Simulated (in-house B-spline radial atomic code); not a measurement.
# Lu⁶⁺: excited configurations in jj coupling

Aim: the energies of several excited configurations of Lu⁶⁺ above a reference configuration, each from its own self-consistent run.

The numbers are computed with in-house B-spline radial atomic code version 1 (Dirac-Hartree-Fock, average of configuration, Fermi nucleus, basis-set limit), except any that are marked as measured or tabulated.

## Step 1: The system

| Property | Result |
| --- | --- |
| element | lutetium (Z = 71) |
| charge | +6 |
| electrons | 65 |
| configuration | 1s2 2s2 2p6 3s2 3p6 3d10 4s2 4p6 4d10 4f-6 4f+7 5s2 5p-2 5p+2 |
| Hamiltonian | Dirac-Coulomb |
| nucleus | Fermi, rms radius 5.370 fm |

In configurations, a minus sign after the shell means j = l − 1/2 and a plus sign j = l + 1/2; the count of electrons follows.

Settings, as recorded:

```ini
Z = 71
electrons = 65.0
configuration = 1s2 2s2 2p6 3s2 3p6 3d10 4s2 4p6 4d10 4f-6 4f+7 5s2 5p-2 5p+2
hamiltonian = dirac
method = hf
spin_polarised = False
nucleus = fermi
rms_radius = 5.37
mass_number = 175
atomic_mass = 174.940777211
speed_of_light = 137.035999084
```

This reference run was done before. Its total energy is -14563.191858 hartree, and its levels are (the highest eight at most):

```csv
orbital,occupation,energy (eV),<r> (bohr)
4p3/2,4,-470.67,0.5169
4d3/2,4,-314.92,0.5401
4d5/2,6,-302.77,0.5509
5s1/2,2,-149.79,1.133
5p1/2,2,-120.54,1.227
5p3/2,2,-112.26,1.303
4f5/2,6,-109.23,0.6515
4f7/2,7,-106.86,0.6598
```

## Step 2: Configuration 1s2 2s2 2p6 3s2 3p6 3d10 4s2 4p6 4d-4 4d+5 4f14 5s2 5p-1 5p+3

Settings, as recorded:

```ini
Z = 71
electrons = 65.0
configuration = 1s2 2s2 2p6 3s2 3p6 3d10 4s2 4p6 4d-4 4d+5 4f14 5s2 5p-1 5p+3
hamiltonian = dirac
method = hf
spin_polarised = False
nucleus = fermi
rms_radius = 5.37
mass_number = 175
atomic_mass = 174.940777211
speed_of_light = 137.035999084
```

## Step 3: Configuration 1s2 2s2 2p6 3s2 3p6 3d10 4s2 4p6 4d10 4f-4 4f+8 5s2 5p-1 5p+3 6g+1

Changes to the settings of step 2:

```diff
@@ -2,3 +2,3 @@
 electrons = 65.0
-configuration = 1s2 2s2 2p6 3s2 3p6 3d10 4s2 4p6 4d-4 4d+5 4f14 5s2 5p-1 5p+3
+configuration = 1s2 2s2 2p6 3s2 3p6 3d10 4s2 4p6 4d10 4f-4 4f+8 5s2 5p-1 5p+3 6g+1
 hamiltonian = dirac
```

## Step 4: 1s2 2s2 2p6 3s2 3p6 3d10 4s2 4p6 4d-4 4d+5 4f-6 4f+7 5s2 5p-1 5p+3 7g+1

Settings, as recorded:

```ini
Z = 71
electrons = 65.0
configuration = 1s2 2s2 2p6 3s2 3p6 3d10 4s2 4p6 4d-4 4d+5 4f-6 4f+7 5s2 5p-1 5p+3 7g+1
hamiltonian = dirac
method = hf
spin_polarised = False
nucleus = fermi
rms_radius = 5.37
mass_number = 175
atomic_mass = 174.940777211
speed_of_light = 137.035999084
```

## Step 5: Configuration 1s2 2s2 2p6 3s2 3p6 3d10 4s2 4p6 4d10 4f-5 4f+8 5s2 5p-1 5p+3

Settings, as recorded:

```ini
Z = 71
electrons = 65.0
configuration = 1s2 2s2 2p6 3s2 3p6 3d10 4s2 4p6 4d10 4f-5 4f+8 5s2 5p-1 5p+3
hamiltonian = dirac
method = hf
spin_polarised = False
nucleus = fermi
rms_radius = 5.37
mass_number = 175
atomic_mass = 174.940777211
speed_of_light = 137.035999084
```

## Step 6: Configuration 1s2 2s2 2p6 3s2 3p6 3d10 4s2 4p6 4d10 4f-5 4f+8 5s2 5p+4

Changes to the settings of step 5:

```diff
@@ -2,3 +2,3 @@
 electrons = 65.0
-configuration = 1s2 2s2 2p6 3s2 3p6 3d10 4s2 4p6 4d10 4f-5 4f+8 5s2 5p-1 5p+3
+configuration = 1s2 2s2 2p6 3s2 3p6 3d10 4s2 4p6 4d10 4f-5 4f+8 5s2 5p+4
 hamiltonian = dirac
```

## Step 7: 1s2 2s2 2p6 3s2 3p6 3d10 4s2 4p6 4d10 4f-6 4f+7 5s2 5p-1 5p+3

Changes to the settings of step 6:

```diff
@@ -2,3 +2,3 @@
 electrons = 65.0
-configuration = 1s2 2s2 2p6 3s2 3p6 3d10 4s2 4p6 4d10 4f-5 4f+8 5s2 5p+4
+configuration = 1s2 2s2 2p6 3s2 3p6 3d10 4s2 4p6 4d10 4f-6 4f+7 5s2 5p-1 5p+3
 hamiltonian = dirac
```

Q: How far above the reference does each configuration lie (order and size, in eV)?

The runs gave:

| net move | configuration | energy above the reference (eV) | with Breit, QED, recoil (eV) | largest <r> (bohr) |
| --- | --- | --- | --- | --- |
| 5p1/2 → 5p3/2 | 1s2 2s2 2p6 3s2 3p6 3d10 4s2 4p6 4d10 4f-6 4f+7 5s2 5p-1 5p+3 | 8.069 | 7.975 | 1.30 |
| 4f5/2, 5p1/2 → 4f7/2, 5p3/2 | 1s2 2s2 2p6 3s2 3p6 3d10 4s2 4p6 4d10 4f-5 4f+8 5s2 5p-1 5p+3 | 9.472 | 9.315 | 1.30 |
| 4f5/2, 2×5p1/2 → 4f7/2, 2×5p3/2 | 1s2 2s2 2p6 3s2 3p6 3d10 4s2 4p6 4d10 4f-5 4f+8 5s2 5p+4 | 18.679 | 18.430 | 1.30 |
| 2×4f5/2, 5p1/2 → 4f7/2, 5p3/2, 6g9/2 | 1s2 2s2 2p6 3s2 3p6 3d10 4s2 4p6 4d10 4f-4 4f+8 5s2 5p-1 5p+3 6g+1 | 94.184 | 94.134 | 6.16 |
| 4d5/2, 5p1/2 → 4f7/2, 5p3/2 | 1s2 2s2 2p6 3s2 3p6 3d10 4s2 4p6 4d-4 4d+5 4f14 5s2 5p-1 5p+3 | 202.27 | 201.88 | 1.30 |
| 4d5/2, 5p1/2 → 5p3/2, 7g9/2 | 1s2 2s2 2p6 3s2 3p6 3d10 4s2 4p6 4d-4 4d+5 4f-6 4f+7 5s2 5p-1 5p+3 7g+1 | 290.64 | 290.41 | 8.92 |

The lowest of them is 5p1/2 → 5p3/2 at 8.069 eV and the highest 4d5/2, 5p1/2 → 5p3/2, 7g9/2 at 290.64 eV. Koopmans' estimate of the ionisation threshold is 106.86 eV; 2 configurations exceed it by over 2 % and could autoionise. These are averages over configurations, without correlation, not spectroscopic levels.
